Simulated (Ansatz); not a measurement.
**B₂H₄SSi: an energy map over bond length B1–Si2 and bond length B1–H6**

A grid of calculations on B2H4SSi, SMILES B[SiH]1BS1, to see where the energy is lowest and how it rises around there.

Computed with Ansatz 0.2.0. Level: RKS PBE0-D4/def2-TZVP.

**1. The starting structure**

SMILES `B[SiH]1BS1`, 8 atoms, charge 0, spin multiplicity 1.

Atoms are counted from 1 here; the program's logs count them from 0.

Bond lengths: B1–Si2 1.962 Å, B1–H5 1.216 Å, B1–H6 1.214 Å, Si2–B3 1.995 Å, Si2–S4 2.252 Å, Si2–H7 1.502 Å, B3–S4 1.751 Å, B3–H8 1.206 Å. Angles: Si2–B1–H5 121.1°, Si2–B1–H6 119.0°, H5–B1–H6 119.7°, B1–Si2–B3 118.3°, B1–Si2–S4 115.5°, B1–Si2–H7 123.4°, B3–Si2–S4 48.2°, B3–Si2–H7 116.5°, S4–Si2–H7 110.5°, Si2–B3–S4 73.6°, Si2–B3–H8 149.6°, S4–B3–H8 136.8°, Si2–S4–B3 58.2°.

Coordinates:

```xyz
8
B2H4SSi
B    -0.37821    1.63249   -0.06467
Si    0.68120   -0.01671   -0.14856
B    -0.17539   -1.72073    0.43550
S    -0.24705   -1.70589   -1.31385
H     0.09781    2.66412    0.36895
H    -1.55541    1.59120   -0.36038
H     2.17572   -0.03389   -0.29537
H    -0.50647   -2.46769    1.32248
```

This geometry comes from a loose relaxation at PBE in a small basis, which is not shown.

**2. Geometry optimisation**

The input, input.yaml:

```yaml
crystal:
  periodic: [false, false, false]
  atoms:
    - { symbol: B, position_ang: [-0.378214, 1.63249, -0.064671] }
    - { symbol: Si, position_ang: [0.681202, -0.016709, -0.14856] }
    - { symbol: B, position_ang: [-0.17539, -1.720726, 0.435499] }
    - { symbol: S, position_ang: [-0.247055, -1.70589, -1.313854] }
    - { symbol: H, position_ang: [0.097814, 2.66412, 0.368949] }
    - { symbol: H, position_ang: [-1.555411, 1.591201, -0.360375] }
    - { symbol: H, position_ang: [2.175723, -0.033894, -0.295372] }
    - { symbol: H, position_ang: [-0.50647, -2.467692, 1.322485] }
basis:
  gaussian: { orbitals: def2-TZVP }
hamiltonian:
  xc: pbe0
  dispersion: d4
output:
  forces: true
relax:
  f_tol: 0.003
  max_steps: 120
```

The run is started by

```
$ ansatz run input.yaml --threads 1 --pin off --max-ram 2560MiB --backend cpu --events-out ev --progress --plain --runs-dir out
```

The program printed, shortened:

```text
Warning: RAYON_NUM_THREADS=1 ignored (pool sized by the plan → 1); use --threads N
[...]
Functional definition: PBE0
[...]
1053 factors; their error is unknown
[...]
mean field -20121.82661754 eV, -739.4634891306 hartree, gradient 4.9e-5 eV, S^2 0.000000; 0 other end points of the search recorded, 0 dependent functions left out
[...]
reference -20121.82665251 eV, -739.4634904157 hartree; 22, 22 occupied and 138, 138 virtual orbitals, 1053 factors
relax step   1: F+E_penalty+E_count = -20121.98588287 eV  Δ(F+E_penalty+E_count) = +0.000e0 eV  max|allowed force component| = 6.922e-1 eV/Å  Δτ_max = 0.0000 Å  (27 SCF iters, accepted)
[...]
relax step   3: F+E_penalty+E_count = -20122.02720655 eV  Δ(F+E_penalty+E_count) = -5.141e-3 eV  max|allowed force component| = 1.020e-1 eV/Å  Δτ_max = 0.0174 Å  (33 SCF iters, accepted)
[...]
relax step   5: F+E_penalty+E_count = -20122.02814054 eV  Δ(F+E_penalty+E_count) = -1.454e-4 eV  max|allowed force component| = 2.539e-2 eV/Å  Δτ_max = 0.0130 Å  (33 SCF iters, accepted)
[...]
relax step   7: F+E_penalty+E_count = -20122.02833261 eV  Δ(F+E_penalty+E_count) = -1.647e-5 eV  max|allowed force component| = 4.307e-3 eV/Å  Δτ_max = 0.0011 Å  (25 SCF iters, accepted)
[...]
relax step   8: F+E_penalty+E_count = -20122.02833759 eV  Δ(F+E_penalty+E_count) = -4.981e-6 eV  max|allowed force component| = 4.358e-3 eV/Å  Δτ_max = 0.0027 Å  (23 SCF iters, accepted)
[...]
relax step   9: F+E_penalty+E_count = -20122.02834529 eV  Δ(F+E_penalty+E_count) = -7.703e-6 eV  max|allowed force component| = 2.601e-3 eV/Å  Δτ_max = 0.0012 Å  (23 SCF iters, accepted)
1053 factors; their error is unknown
mean field -20121.86838383 eV, -739.4650240133 hartree, gradient 1.4e-5 eV, S^2 0.000000; 1 other end points of the search recorded, 0 dependent functions left out
[...]
reference -20121.86841861 eV, -739.4650252918 hartree; 22, 22 occupied and 138, 138 virtual orbitals, 1053 factors
Total energy: -20122.02838008 eV, -739.4709037672 hartree
Atom 0 at    -0.375727     1.628738    -0.065261 Å, force     0.000942     0.002601     0.000885 eV/Å
Atom 1 at     0.661368    -0.040186    -0.141365 Å, force    -0.001928     0.000133     0.001370 eV/Å
Atom 2 at    -0.168860    -1.723562     0.451246 Å, force     0.000708    -0.001189    -0.001683 eV/Å
Atom 3 at    -0.238500    -1.679096    -1.289627 Å, force    -0.000148    -0.000928     0.000524 eV/Å
Atom 4 at     0.103501     2.643668     0.345438 Å, force    -0.000207    -0.000269    -0.000966 eV/Å
Atom 5 at    -1.532160     1.609196    -0.361872 Å, force     0.000931    -0.000642    -0.000130 eV/Å
Atom 6 at     2.137792    -0.012444    -0.292758 Å, force    -0.000516     0.000270    -0.000032 eV/Å
Atom 7 at    -0.495215    -2.483414     1.298299 Å, force     0.000218     0.000024     0.000033 eV/Å
Dipole moment:     0.056720     0.093864     0.059001 e Å
```

Wall time 70 s (1 thread of Intel Xeon Platinum 8488C (Sapphire Rapids), shared host); peak memory 0.33 GiB.

The steps of the relaxation:

```
step  energy from step 1 (eV)  largest force component (eV/Å)
   1                   0.0000                          0.6922
   2                  -0.0362                          0.3442
   3                  -0.0413                          0.1019
   4                  -0.0421                          0.0479
   5                  -0.0423                          0.0254
   6                  -0.0424                          0.0095
   7                  -0.0424                          0.0043
   8                  -0.0425                          0.0044
   9                  -0.0425                          0.0026
```

Distances of close pairs at the start and the end, largest changes first:

```
  bond  before (Å)  after (Å)  change (Å)
Si2–S4       2.252      2.194      -0.058
Si2–B3       1.995      1.968      -0.026
 B3–H8       1.206      1.184      -0.022
 B1–H5       1.216      1.195      -0.021
 B1–H6       1.214      1.194      -0.020
Si2–H7       1.502      1.484      -0.017
 B3–S4       1.751      1.743      -0.008
B1–Si2       1.962      1.966      +0.004
```

**3. The grid**

- bond length B1–Si2: 7 values from 1.691 to 2.753 Å
- bond length B1–H6: 7 values from 1.051 to 1.493 Å

Nothing else is relaxed (all other coordinates rigid). Energies count from the relaxed molecule at the same level.

Of the runs on the grid, 3 are shown in the steps below; the others differ only in the two coordinates.

**4. Grid point bond length B1–Si2 = 2.753 Å, bond length B1–H6 = 1.198 Å**

The input, input.yaml:

```yaml
crystal:
  periodic: [false, false, false]
  atoms:
    - { symbol: B, position_ang: [-0.375727, 1.628738, -0.065261] }
    - { symbol: Si, position_ang: [1.076239, -0.707809, -0.171809] }
    - { symbol: B, position_ang: [0.246011, -2.391185, 0.420802] }
    - { symbol: S, position_ang: [0.17637, -2.346718, -1.320071] }
    - { symbol: H, position_ang: [0.103501, 2.643668, 0.345438] }
    - { symbol: H, position_ang: [-1.536009, 1.609131, -0.362859] }
    - { symbol: H, position_ang: [2.552662, -0.680067, -0.323202] }
    - { symbol: H, position_ang: [-0.080344, -3.151037, 1.267855] }
basis:
  gaussian: { orbitals: def2-TZVP }
hamiltonian:
  xc: pbe0
  dispersion: d4
output:
  forces: true
```

The run is started by

```
$ ansatz run input.yaml --threads 1 --pin off --max-ram 2560MiB --backend cpu --events-out ev --progress --plain --runs-dir out
```

The program printed, shortened:

```text
Warning: RAYON_NUM_THREADS=1 ignored (pool sized by the plan → 1); use --threads N
[...]
Functional definition: PBE0
[...]
1053 factors; their error is unknown
[...]
mean field -20120.07078443 eV, -739.3989634540 hartree, gradient 5.4e-5 eV, S^2 0.000000; 0 other end points of the search recorded, 0 dependent functions left out
[...]
reference -20120.07082169 eV, -739.3989648233 hartree; 22, 22 occupied and 138, 138 virtual orbitals, 1053 factors
Total energy: -20120.23741890 eV, -739.4050871577 hartree
Atom 0 at    -0.375727     1.628738    -0.065261 Å, force     1.076053    -1.731595    -0.102729 eV/Å
Atom 1 at     1.076239    -0.707809    -0.171809 Å, force    -1.813310     1.620169     0.423524 eV/Å
Atom 2 at     0.246011    -2.391185     0.420802 Å, force     0.271581     0.448061     0.360466 eV/Å
Atom 3 at     0.176370    -2.346718    -1.320071 Å, force     0.028485     0.131418    -0.414741 eV/Å
Atom 4 at     0.103501     2.643668     0.345438 Å, force     0.298222    -0.241885    -0.009152 eV/Å
Atom 5 at    -1.536009     1.609131    -0.362859 Å, force     0.194578    -0.376545    -0.068884 eV/Å
Atom 6 at     2.552662    -0.680067    -0.323202 Å, force     0.012882     0.212471    -0.140727 eV/Å
Atom 7 at    -0.080344    -3.151037     1.267855 Å, force    -0.068491    -0.062094    -0.047756 eV/Å
Dipole moment:    -0.015637     0.315863     0.075231 e Å
```

Wall time 5.4 s (1 thread of Intel Xeon Platinum 8488C (Sapphire Rapids), shared host); peak memory 0.32 GiB.

On the map this point reads 41.3 kcal/mol.

**5. The run at bond length B1–Si2 = 2.045 Å, bond length B1–H6 = 1.198 Å**

The input, input.yaml:

```yaml
crystal:
  periodic: [false, false, false]
  atoms:
    - { symbol: B, position_ang: [-0.375727, 1.628738, -0.065261] }
    - { symbol: Si, position_ang: [0.702831, -0.10691, -0.144408] }
    - { symbol: B, position_ang: [-0.127397, -1.790286, 0.448204] }
    - { symbol: S, position_ang: [-0.197038, -1.745819, -1.29267] }
    - { symbol: H, position_ang: [0.103501, 2.643668, 0.345438] }
    - { symbol: H, position_ang: [-1.536009, 1.609131, -0.362859] }
    - { symbol: H, position_ang: [2.179255, -0.079168, -0.295801] }
    - { symbol: H, position_ang: [-0.453752, -2.550137, 1.295257] }
basis:
  gaussian: { orbitals: def2-TZVP }
hamiltonian:
  xc: pbe0
  dispersion: d4
output:
  forces: true
```

The run is started by

```
$ ansatz run input.yaml --threads 1 --pin off --max-ram 2560MiB --backend cpu --events-out ev --progress --plain --runs-dir out
```

The program printed, shortened:

```text
Warning: RAYON_NUM_THREADS=1 ignored (pool sized by the plan → 1); use --threads N
[...]
Functional definition: PBE0
[...]
1053 factors; their error is unknown
[...]
mean field -20121.82935479 eV, -739.4635897227 hartree, gradient 3.9e-5 eV, S^2 0.000000; 0 other end points of the search recorded, 0 dependent functions left out
[...]
reference -20121.82938973 eV, -739.4635910067 hartree; 22, 22 occupied and 138, 138 virtual orbitals, 1053 factors
Total energy: -20121.98774899 eV, -739.4694106021 hartree
Atom 0 at    -0.375727     1.628738    -0.065261 Å, force     0.398828    -0.736341    -0.065057 eV/Å
Atom 1 at     0.702831    -0.106910    -0.144408 Å, force    -0.566705     0.688094     0.090531 eV/Å
Atom 2 at    -0.127397    -1.790286     0.448204 Å, force     0.053097     0.070977     0.058245 eV/Å
Atom 3 at    -0.197038    -1.745819    -1.292670 Å, force    -0.001505     0.027951    -0.063368 eV/Å
Atom 4 at     0.103501     2.643668     0.345438 Å, force     0.032561    -0.029661    -0.005051 eV/Å
Atom 5 at    -1.536009     1.609131    -0.362859 Å, force     0.106015    -0.046959     0.011677 eV/Å
Atom 6 at     2.179255    -0.079168    -0.295801 Å, force    -0.010481     0.038870    -0.017009 eV/Å
Atom 7 at    -0.453752    -2.550137     1.295257 Å, force    -0.011810    -0.012931    -0.009968 eV/Å
Dipole moment:     0.052952     0.125480     0.060851 e Å
```

Run time: 5.8 s. Hardware: 1 thread of Intel Xeon Platinum 8488C (Sapphire Rapids), shared host; peak memory 0.32 GiB.

On the map this point reads 0.9 kcal/mol.

**6. Point bond length B1–Si2 = 2.399 Å, bond length B1–H6 = 1.419 Å**

The input, input.yaml:

```yaml
crystal:
  periodic: [false, false, false]
  atoms:
    - { symbol: B, position_ang: [-0.375727, 1.628738, -0.065261] }
    - { symbol: Si, position_ang: [0.889535, -0.407359, -0.158109] }
    - { symbol: B, position_ang: [0.059307, -2.090735, 0.434503] }
    - { symbol: S, position_ang: [-0.010334, -2.046269, -1.30637] }
    - { symbol: H, position_ang: [0.103501, 2.643668, 0.345438] }
    - { symbol: H, position_ang: [-1.750051, 1.605514, -0.417758] }
    - { symbol: H, position_ang: [2.365958, -0.379617, -0.309502] }
    - { symbol: H, position_ang: [-0.267048, -2.850587, 1.281556] }
basis:
  gaussian: { orbitals: def2-TZVP }
hamiltonian:
  xc: pbe0
  dispersion: d4
output:
  forces: true
```

The run is started by

```
$ ansatz run input.yaml --threads 1 --pin off --max-ram 2560MiB --backend cpu --events-out ev --progress --plain --runs-dir out
```

The program printed, shortened:

```text
Warning: RAYON_NUM_THREADS=1 ignored (pool sized by the plan → 1); use --threads N
[...]
Functional definition: PBE0
[...]
1053 factors; their error is unknown
[...]
mean field -20120.64320442 eV, -739.4199995008 hartree, gradient 6.2e-5 eV, S^2 0.000000; 0 other end points of the search recorded, 0 dependent functions left out
[...]
reference -20120.64324059 eV, -739.4200008299 hartree; 22, 22 occupied and 138, 138 virtual orbitals, 1053 factors
Total energy: -20120.81329026 eV, -739.4262500399 hartree
Atom 0 at    -0.375727     1.628738    -0.065261 Å, force    -1.592878    -2.061122    -0.884003 eV/Å
Atom 1 at     0.889535    -0.407359    -0.158109 Å, force    -1.702230     1.690781     0.312403 eV/Å
Atom 2 at     0.059307    -2.090735     0.434503 Å, force     0.195890     0.306095     0.251098 eV/Å
Atom 3 at    -0.010334    -2.046269    -1.306370 Å, force     0.017870     0.126445    -0.269048 eV/Å
Atom 4 at     0.103501     2.643668     0.345438 Å, force     0.053144    -0.103373    -0.027887 eV/Å
Atom 5 at    -1.750051     1.605514    -0.417758 Å, force     3.083387    -0.092780     0.747361 eV/Å
Atom 6 at     2.365958    -0.379617    -0.309502 Å, force    -0.007676     0.178882    -0.093049 eV/Å
Atom 7 at    -0.267048    -2.850587     1.281556 Å, force    -0.047507    -0.044928    -0.036876 eV/Å
Dipole moment:     0.077529     0.220396     0.078759 e Å
```

It took 6.8 s on 1 thread of Intel Xeon Platinum 8488C (Sapphire Rapids), shared host; peak memory 0.32 GiB.

On the map this point reads 28.0 kcal/mol.

**7. The map**

49 points were computed. Energies in kcal/mol, from the relaxed molecule at the same level:

```
bond length B1–H6 (Å) ↓, bond length B1–Si2 (Å) →  1.691  1.868  2.045  2.222  2.399  2.576  2.753
                                            1.493   33.9   17.0   16.2   23.3   33.8   45.4   57.2
                                            1.419   28.5   11.5   10.7   17.7   28.0   39.7   51.4
                                            1.345   23.8    6.7    5.9   12.9   23.1   34.7   46.5
                                            1.272   20.4    3.3    2.4    9.4   19.6   31.1   42.9
                                            1.198   19.0    1.9    0.9    7.9   18.1   29.6   41.3
                                            1.124   20.5    3.4    2.4    9.3   19.5   31.0   42.7
                                            1.051   26.2    9.1    8.1   15.0   25.2   36.6   48.3
```

The largest force on an atom (eV/Å) at each point:

| bond length B1–H6 (Å) ↓, bond length B1–Si2 (Å) → | 1.691 | 1.868 | 2.045 | 2.222 | 2.399 | 2.576 | 2.753 |
| --- | --- | --- | --- | --- | --- | --- | --- |
| 1.493 | 8.9 | 4.2 | 3.5 | 3.6 | 3.6 | 3.6 | 3.5 |
| 1.419 | 8.7 | 3.9 | 3.1 | 3.1 | 3.2 | 3.2 | 3.2 |
| 1.345 | 8.4 | 3.5 | 2.5 | 2.5 | 2.5 | 2.6 | 2.6 |
| 1.272 | 7.8 | 2.7 | 1.5 | 2.0 | 2.4 | 2.6 | 2.5 |
| 1.198 | 7.0 | 1.7 | 0.9 | 2.0 | 2.4 | 2.6 | 2.5 |
| 1.124 | 6.8 | 2.0 | 2.5 | 3.4 | 3.6 | 3.7 | 3.5 |
| 1.051 | 6.8 | 4.9 | 5.3 | 6.1 | 6.3 | 6.3 | 6.2 |

On the same grid, dipole moment (D):

```
bond length B1–H6 (Å) ↓, bond length B1–Si2 (Å) →  1.691  1.868  2.045  2.222  2.399  2.576  2.753
                                            1.493   0.75   0.73   0.85   1.02   1.19   1.33   1.43
                                            1.419   0.66   0.65   0.79   0.99   1.18   1.34   1.46
                                            1.345   0.57   0.57   0.75   0.98   1.19   1.36   1.49
                                            1.272   0.49   0.52   0.73   0.98   1.20   1.38   1.52
                                            1.198   0.42   0.47   0.72   0.98   1.22   1.41   1.56
                                            1.124   0.36   0.44   0.71   1.00   1.24   1.44   1.60
                                            1.051   0.31   0.43   0.72   1.01   1.26   1.47   1.63
```

**8. What came out**

| quantity | value |
| --- | --- |
| lowest point | bond length B1–Si2 = 2.045 Å, bond length B1–H6 = 1.198 Å, 0.9 kcal/mol |
| highest computed point | bond length B1–Si2 = 2.753 Å, bond length B1–H6 = 1.493 Å, 56.2 kcal/mol above the lowest |
| largest force on an atom (eV/Å) | 0.9 at bond length B1–Si2 = 2.045 Å, bond length B1–H6 = 1.198 Å to 8.9 at bond length B1–Si2 = 1.691 Å, bond length B1–H6 = 1.493 Å; 0.9 at the lowest point |
| dipole moment (D) | 0.31 at bond length B1–Si2 = 1.691 Å, bond length B1–H6 = 1.051 Å to 1.63 at bond length B1–Si2 = 2.753 Å, bond length B1–H6 = 1.051 Å; 0.72 at the lowest point |
| time for the whole task | 6.5 min on 1 thread, shared host |

In words: The lowest computed point is at bond length B1–Si2 = 2.045 Å, bond length B1–H6 = 1.198 Å, 0.9 kcal/mol from the relaxed molecule at the same level. The grid shows no other well, apart from its symmetry copies. The highest computed point, bond length B1–Si2 = 2.753 Å, bond length B1–H6 = 1.493 Å, lies 56.2 kcal/mol above the lowest. Round the minimum the two coordinates are nearly uncoupled.
